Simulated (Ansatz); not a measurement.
**F2GeH4OSi: a ladder of functionals and wavefunction methods**

The task here is to estimate one member of a computed series from the others.

Method: functionals in def2-TZVPP, the program's frozen cores in correlated methods; program: Ansatz 0.2.0, Gaussian basis.

Levels to be run: LDA (SPW92), PBE-D4, revPBE-D4, BLYP-D4, r2SCAN-D4, B97M-V, PBE0-D4, B3LYP-D4, r2SCANh-D4, r2SCAN0-D4, HSE06-D4, BHLYP-D4, CAM-B3LYP-D4, LC-ωPBE, ωB97X-V, ωB97M-V, B2PLYP, PBE-QIDH; CCSD(T)/def2-SVP; CCSD(T)/def2-TZVPP; MP2/def2-QZVPP; extrapolation to the limit; RPA on PBE.

## The relaxed structure

All runs share one geometry, relaxed beforehand with PBE0-D4 in a triple-zeta def2 set.

9 atoms, charge 0, spin multiplicity 1.

Atoms are counted from 1 here; the program's logs count them from 0.

Bond lengths: F1–Si2 1.586 Å, Si2–F3 1.587 Å, Si2–O4 1.598 Å, Si2–H6 1.465 Å, O4–Ge5 1.788 Å, Ge5–H7 1.531 Å, Ge5–H8 1.534 Å, Ge5–H9 1.533 Å. Angles: F1–Si2–F3 105.6°, F1–Si2–O4 110.9°, F1–Si2–H6 109.2°, F3–Si2–O4 110.8°, F3–Si2–H6 109.2°, O4–Si2–H6 111.0°, Si2–O4–Ge5 139.0°, O4–Ge5–H7 105.3°, O4–Ge5–H8 108.3°, O4–Ge5–H9 106.5°, H7–Ge5–H8 112.2°, H7–Ge5–H9 112.1°, H8–Ge5–H9 112.0°.

Coordinates:

```mol
F2GeH4OSi
  3D, bonds by distance, orders not assigned

  9  8  0  0  0  0  0  0  0  0999 V2000
    1.6850   -0.9376   -1.3958 F   0  0
    1.5574    0.0072   -0.1278 Si  0  0
    1.8417   -0.9213    1.1274 F   0  0
    0.0967    0.6484   -0.0403 O   0  0
   -1.6026    0.1166    0.1247 Ge  0  0
    2.5844    1.0501   -0.1993 H   0  0
   -2.4007    1.0115   -0.8278 H   0  0
   -1.6834   -1.3643   -0.2683 H   0  0
   -1.9900    0.3430    1.5902 H   0  0
  1  2  8  0
  2  3  8  0
  2  4  8  0
  4  5  8  0
  2  6  8  0
  5  7  8  0
  5  8  8  0
  5  9  8  0
M  END
```

Set-up of the first run:

in.yaml

```yaml
crystal:
  periodic: [false, false, false]
  atoms:
    - {symbol: F, position_ang: [1.684960, -0.937571, -1.395808]}
    - {symbol: Si, position_ang: [1.557418, 0.007196, -0.127794]}
    - {symbol: F, position_ang: [1.841689, -0.921264, 1.127353]}
    - {symbol: O, position_ang: [0.096722, 0.648420, -0.040294]}
    - {symbol: Ge, position_ang: [-1.602626, 0.116623, 0.124730]}
    - {symbol: H, position_ang: [2.584412, 1.050127, -0.199318]}
    - {symbol: H, position_ang: [-2.400700, 1.011498, -0.827764]}
    - {symbol: H, position_ang: [-1.683353, -1.364266, -0.268333]}
    - {symbol: H, position_ang: [-1.990022, 0.343036, 1.590227]}
basis:
  gaussian: {orbitals: def2-TZVPP}
hamiltonian: {xc: lda}
output: {orbitals: {seedname: orbitals}}
```

On the command line:

```bash
ansatz run in.yaml --threads 4 --pin off --events-out ev --progress --plain --max-ram 10444MiB
```

Steps of the session up to this table: LDA; PBE-D4 (GGA); revPBE-D4 (GGA); BLYP-D4 (GGA); r2SCAN-D4 (meta-GGA); B97M-V (meta-GGA); B3LYP-D4 (hybrid); r2SCANh-D4 (hybrid); r2SCAN0-D4 (hybrid); HSE06-D4 (hybrid); BHLYP-D4 (hybrid); CAM-B3LYP-D4 (range-separated); LC-ωPBE (range-separated); ωB97X-V (range-separated); ωB97M-V (range-separated); B2PLYP (double hybrid); PBE-QIDH (double hybrid).

One table of the session follows, with a row left open; its other results are not shown here.

It belongs to the step «Orbital energies across the functionals». 

```
  functional  HOMO (eV)  gap (eV)
 LDA (SPW92)      -7.99      6.63
      PBE-D4      -7.86      6.80
   revPBE-D4      -7.80      6.88
     BLYP-D4      -7.76      6.80
   r2SCAN-D4      -8.24      7.53
      B97M-V      -8.36      7.47
     PBE0-D4      -9.38      9.21
    B3LYP-D4          ?         ?
  r2SCANh-D4      -8.80      8.39
  r2SCAN0-D4      -9.64      9.67
    HSE06-D4      -8.98      8.43
    BHLYP-D4     -10.79     11.49
CAM-B3LYP-D4     -10.81     11.63
     LC-ωPBE     -12.16     14.26
     ωB97X-V     -11.83     13.73
     ωB97M-V     -11.69     13.34
```

Q: Estimate the row for B3LYP-D4 from the others.

Worked estimate for «HOMO (eV)». Against the share of exact exchange, BLYP-D4 (0, -7.76), BHLYP-D4 (0.5, -10.79) give a slope of -6.06 per unit share; at 0.2 the line stands at -8.97.

The run gave: HOMO (eV): -9.14; gap (eV): 8.72. In «HOMO (eV)» the line misses by +0.17.
